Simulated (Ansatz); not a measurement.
**AlH3OSiZn: basis-set convergence**

An exercise on one series of results from a longer session: the logs are not shown, and one member is left open.

Program: Ansatz 0.2.0, Gaussian basis. Level of theory: one geometry, several basis sets. These are calculated values, not measurements.

Levels to be run: PBE0-D4/def2-SVP; ωB97M-V/def2-SVP; PBE0-D4/def2-QZVPP; ωB97M-V/def2-QZVPP; the functionals' def2-TZVPP values are taken from earlier runs.

**Structure used throughout**

An earlier PBE0-D4 in a triple-zeta def2 set relaxation fixed the geometry.

7 atoms, charge 0, spin multiplicity 1.

Atoms are counted from 1 here; the program's logs count them from 0.

Bond lengths: O1–Al2 1.697 Å, O1–Zn4 1.879 Å, Al2–Si3 2.507 Å, Al2–H5 1.580 Å, Si3–Zn4 2.377 Å, Si3–H6 1.489 Å, Si3–H7 1.489 Å. Angles: Al2–O1–Zn4 96.1°, O1–Al2–Si3 99.2°, O1–Al2–H5 126.6°, Si3–Al2–H5 134.2°, Al2–Si3–Zn4 66.0°, Al2–Si3–H6 121.4°, Al2–Si3–H7 121.4°, Zn4–Si3–H6 116.7°, Zn4–Si3–H7 116.7°, H6–Si3–H7 108.7°, O1–Zn4–Si3 98.6°.

Set-up of the first run:

The input, in.yaml:

```yaml
crystal:
  periodic: [false, false, false]
  atoms:
    - {symbol: O, position_ang: [-1.914440, -0.572788, -0.704136]}
    - {symbol: Al, position_ang: [-0.452133, 0.078521, -1.268278]}
    - {symbol: Si, position_ang: [0.822096, 0.132024, 0.889587]}
    - {symbol: Zn, position_ang: [-1.386035, -0.725490, 1.092282]}
    - {symbol: H, position_ang: [-0.116125, 0.491760, -2.755791]}
    - {symbol: H, position_ang: [1.109682, 1.414404, 1.589825]}
    - {symbol: H, position_ang: [1.936955, -0.818431, 1.156522]}
basis:
  gaussian: {orbitals: def2-SVP}
hamiltonian: {xc: pbe0, dispersion: d4}
output: {orbitals: {seedname: orbitals}}
```

The run is started by

```console
$ ansatz run in.yaml --threads 2 --pin off --events-out ev --progress --plain --max-ram 4352MiB
```

Steps of the session up to this table: PBE0-D4 in def2-SVP; ωB97M-V in def2-SVP; PBE0-D4 in def2-QZVPP; ωB97M-V in def2-QZVPP.

One table of the session follows, with a row left open; its other results are not shown here.

It belongs to the step «Functionals by basis». 

| functional | basis | HOMO (eV) | LUMO (eV) |
| --- | --- | --- | --- |
| PBE0-D4 | def2-SVP | -6.41 | -2.24 |
| PBE0-D4 | def2-TZVPP | ? | ? |
| PBE0-D4 | def2-QZVPP | -6.49 | -2.40 |
| ωB97M-V | def2-SVP | -8.20 | -0.57 |
| ωB97M-V | def2-TZVPP | -8.33 | -0.77 |
| ωB97M-V | def2-QZVPP | -8.33 | -0.84 |

**Question.** Estimate the row for PBE0-D4, def2-TZVPP.

As computed: HOMO (eV): -6.50; LUMO (eV): -2.40. In the column «HOMO (eV)» it lies between ωB97M-V, def2-SVP (-8.20) and PBE0-D4, def2-QZVPP (-6.49).
